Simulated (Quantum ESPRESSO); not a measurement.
Here is a Quantum ESPRESSO 7.5 calculation.

Contents of pw.in:

```
&CONTROL
  calculation = 'relax'
  prefix = 'pwscf'
  outdir = './tmp'
  pseudo_dir = './pseudo'
  tprnfor = .true.
  disk_io = 'low'
  nstep = 40
  forc_conv_thr = 0.0004
  etot_conv_thr = 1d-05
/
&SYSTEM
  ibrav = 0
  nat = 3
  ntyp = 2
  ecutwfc = 56
  ecutrho = 448
  nbnd = 19
  occupations = 'smearing'
  smearing = 'mp'
  degauss = 0.00734986
/
&ELECTRONS
  conv_thr = 6d-10
  electron_maxstep = 120
  mixing_beta = 0.5
/
&IONS
  ion_dynamics = 'bfgs'
/
ATOMIC_SPECIES
Co    58.9332 co_lda_v1.2.uspp.F.UPF
Si    28.0850 si_lda_v1.uspp.F.UPF
CELL_PARAMETERS angstrom
   2.1530835006    0.0000000000    3.0449198874
  -1.0765417503    1.8646250080    3.0449198874
  -1.0765417503   -1.8646250080    3.0449198874
ATOMIC_POSITIONS crystal
Co     0.0000000000    0.0000000000    0.0000000000
Si     0.2500000000    0.2500000000    0.2500000000
Si     0.7500000000    0.7500000000    0.7500000000
K_POINTS automatic
16 16 16 0 0 0
```

Potentials or basis: GBRV 1.5 LDA.

Launch:

```console
$ OMP_NUM_THREADS=1 pw.x -in pw.in > pw.out
```

Task: Estimate the band gap on the k mesh.

Result: None (metal or under the smearing width).

Final structure:
```yaml
crystal:
  lattice:
    - [2.15308, 0.00000, 3.04492]
    - [-1.07654, 1.86463, 3.04492]
    - [-1.07654, -1.86463, 3.04492]
  atoms:
    - { symbol: Co, position: [0.00000, 0.00000, 0.00000] }
    - { symbol: Si, position: [0.25000, 0.25000, 0.25000] }
    - { symbol: Si, position: [0.75000, 0.75000, 0.75000] }
```

Caveat: the relaxation stopped at its first step, so nothing moved. Spin polarisation is off, so any magnetic state and its effect on volume and gap are missing.
